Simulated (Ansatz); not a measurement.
# In2GaP3: the cost of one run

Program: Ansatz 0.2.0. PAW datasets, plane waves, zero pressure. Simulation only: spin-unpolarised, and no claim that this is the phase found in nature.

### 1 The system as given

This is the cell as the run starts from it, not yet at rest; its lengths are not the crystal's.

Space group I-4m2 (No. 119), tetragonal; a = 3.898 Å, c = 16.540 Å in the conventional setting, 20.95 Å³ an atom. Around Ga lie 4 P at 2.39 Å; around P lie 2 Ga at 2.39 Å and 2 In at 2.39 Å; around In lie 4 P at 2.39 Å; around P lie 4 In at 2.39 Å.

As a file:

Space group I-4m2 (No. 119). a = 3.898 Å, b = 3.898 Å, c = 16.540 Å, α = 90.00°, β = 90.00°, γ = 90.00°
```tsv
atom	site	symmetry	x	y	z
Ga	2a	-4m2	0.0000	0.0000	0.0000
P	4f	2mm.	0.5000	0.0000	0.4167
In	4e	2mm.	0.0000	0.0000	0.3333
P	2c	-4m2	0.0000	0.5000	0.2500
```

### 2 PBE: cell and atoms

input.yaml

```yaml
crystal:
  lattice:
    - [-1.9492495042, 1.9492495042, 8.2699652559]
    - [1.9492495042, -1.9492495042, 8.2699652559]
    - [1.9492495042, 1.9492495042, -8.2699652559]
  atoms:
    - { symbol: Ga, position: [0.0, 0.0, 0.0] }
    - { symbol: P, position: [0.4166666667, 0.9166666667, 0.5] }
    - { symbol: In, position: [0.3333333333, 0.3333333333, 0.0] }
    - { symbol: P, position: [0.75, 0.25, 0.5] }
    - { symbol: In, position: [0.6666666667, 0.6666666667, 0.0] }
    - { symbol: P, position: [0.0833333333, 0.5833333333, 0.5] }
kpoints:
  mp_grid: { grid: [8, 8, 8] }
hamiltonian:
  xc: pbe
scf:
  occupations: { method: fermi_dirac, width: 0.02 }
relax:
  f_tol: 0.005
  cell: {}
```

Command:

```console
$ ansatz run input.yaml --threads 4 --pin off --max-ram 6451MiB --backend cpu --events-out ev --progress --plain --runs-dir out
```

Q: Estimate wall time and peak memory on 4 threads of Intel Xeon Platinum 8259CL at 2.50GHz (Skylake/Cascade Lake), shared host.

About 41 s, with a peak of 0.65 GiB.
